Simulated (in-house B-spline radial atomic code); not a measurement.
**Gd: excited configurations in jj coupling**

Aim: the energies of several excited configurations of Gd above a reference configuration, each from its own self-consistent run.

Program: in-house B-spline radial atomic code version 1. Level of theory: Dirac-Hartree-Fock, average of configuration, Fermi nucleus, basis-set limit. These are calculated values, not measurements, unless marked.

## Step 1: Starting point

```
element       : gadolinium (Z = 64)
charge        : 0
electrons     : 64
configuration : 1s2 2s2 2p6 3s2 3p6 3d10 4s2 4p6 4d10 4f-6 4f+1 5s2 5p6 5d-1 6s2
Hamiltonian   : Dirac-Coulomb
nucleus       : Fermi, rms radius 5.157 fm
```

In configurations, a minus sign after the shell means j = l − 1/2 and a plus sign j = l + 1/2; the count of electrons follows.

The run's settings:

```ini
Z = 64
electrons = 64.0
configuration = 1s2 2s2 2p6 3s2 3p6 3d10 4s2 4p6 4d10 4f-6 4f+1 5s2 5p6 5d-1 6s2
hamiltonian = dirac
method = hf
spin_polarised = False
nucleus = fermi
rms_radius = 5.1569
mass_number = 158
atomic_mass = 157.9241112
speed_of_light = 137.035999084
```

The reference is known from an earlier run: -11274.418308 hartree in all. Up to eight levels, counted from the top:

```csv
orbital,occupation,energy (eV),<r> (bohr)
4d5/2,6,-163.06,0.6423
5s1/2,2,-60.966,1.355
5p1/2,2,-38.121,1.512
5p3/2,4,-31.960,1.609
4f5/2,6,-20.992,0.8273
4f7/2,1,-17.476,0.8487
5d3/2,1,-6.543,2.601
6s1/2,2,-5.380,4.301
```

## Step 2: Run with 1s2 2s2 2p6 3s2 3p6 3d10 4s2 4p6 4d10 4f-1 4f+6 5s2 5p6 5d-1 6s2

The run's settings:

```ini
Z = 64
electrons = 64.0
configuration = 1s2 2s2 2p6 3s2 3p6 3d10 4s2 4p6 4d10 4f-1 4f+6 5s2 5p6 5d-1 6s2
hamiltonian = dirac
method = hf
spin_polarised = False
nucleus = fermi
rms_radius = 5.1569
mass_number = 158
atomic_mass = 157.9241112
speed_of_light = 137.035999084
```

## Step 3: Run with 1s2 2s2 2p6 3s2 3p6 3d10 4s2 4p6 4d10 4f-2 4f+5 5s2 5p6 5d+1 6s2

The run's settings:

```ini
Z = 64
electrons = 64.0
configuration = 1s2 2s2 2p6 3s2 3p6 3d10 4s2 4p6 4d10 4f-2 4f+5 5s2 5p6 5d+1 6s2
hamiltonian = dirac
method = hf
spin_polarised = False
nucleus = fermi
rms_radius = 5.1569
mass_number = 158
atomic_mass = 157.9241112
speed_of_light = 137.035999084
```

## Step 4: Configuration 1s2 2s2 2p6 3s2 3p6 3d10 4s2 4p6 4d10 4f-3 4f+4 5s2 5p6 5d-1 6s2

The run's settings:

```ini
Z = 64
electrons = 64.0
configuration = 1s2 2s2 2p6 3s2 3p6 3d10 4s2 4p6 4d10 4f-3 4f+4 5s2 5p6 5d-1 6s2
hamiltonian = dirac
method = hf
spin_polarised = False
nucleus = fermi
rms_radius = 5.1569
mass_number = 158
atomic_mass = 157.9241112
speed_of_light = 137.035999084
```

## Step 5: Configuration 1s2 2s2 2p6 3s2 3p6 3d10 4s2 4p6 4d10 4f-5 4f+2 5s2 5p6 5d+1 6s2

The run's settings:

```ini
Z = 64
electrons = 64.0
configuration = 1s2 2s2 2p6 3s2 3p6 3d10 4s2 4p6 4d10 4f-5 4f+2 5s2 5p6 5d+1 6s2
hamiltonian = dirac
method = hf
spin_polarised = False
nucleus = fermi
rms_radius = 5.1569
mass_number = 158
atomic_mass = 157.9241112
speed_of_light = 137.035999084
```

**Question.** How far above the reference does each configuration lie (order and size, in eV)?

The runs gave:

| net move | configuration | energy above the reference (eV) | with Breit, QED, recoil (eV) | largest <r> (bohr) |
| --- | --- | --- | --- | --- |
| 4f5/2, 5d3/2 → 4f7/2, 5d5/2 | 1s2 2s2 2p6 3s2 3p6 3d10 4s2 4p6 4d10 4f-5 4f+2 5s2 5p6 5d+1 6s2 | 3.349 | 3.288 | 4.26 |
| 5×4f5/2 → 5×4f7/2 | 1s2 2s2 2p6 3s2 3p6 3d10 4s2 4p6 4d10 4f-1 4f+6 5s2 5p6 5d-1 6s2 | 5.980 | 5.772 | 4.28 |
| 3×4f5/2 → 3×4f7/2 | 1s2 2s2 2p6 3s2 3p6 3d10 4s2 4p6 4d10 4f-3 4f+4 5s2 5p6 5d-1 6s2 | 6.051 | 5.903 | 4.28 |
| 4×4f5/2, 5d3/2 → 4×4f7/2, 5d5/2 | 1s2 2s2 2p6 3s2 3p6 3d10 4s2 4p6 4d10 4f-2 4f+5 5s2 5p6 5d+1 6s2 | 6.430 | 6.245 | 4.27 |

The lowest of them is 4f5/2, 5d3/2 → 4f7/2, 5d5/2 at 3.349 eV and the highest 4×4f5/2, 5d3/2 → 4×4f7/2, 5d5/2 at 6.430 eV. Koopmans' estimate of the ionisation threshold is 5.380 eV; 3 configurations exceed it by over 2 % and could autoionise. These are averages over configurations, without correlation, not spectroscopic levels.
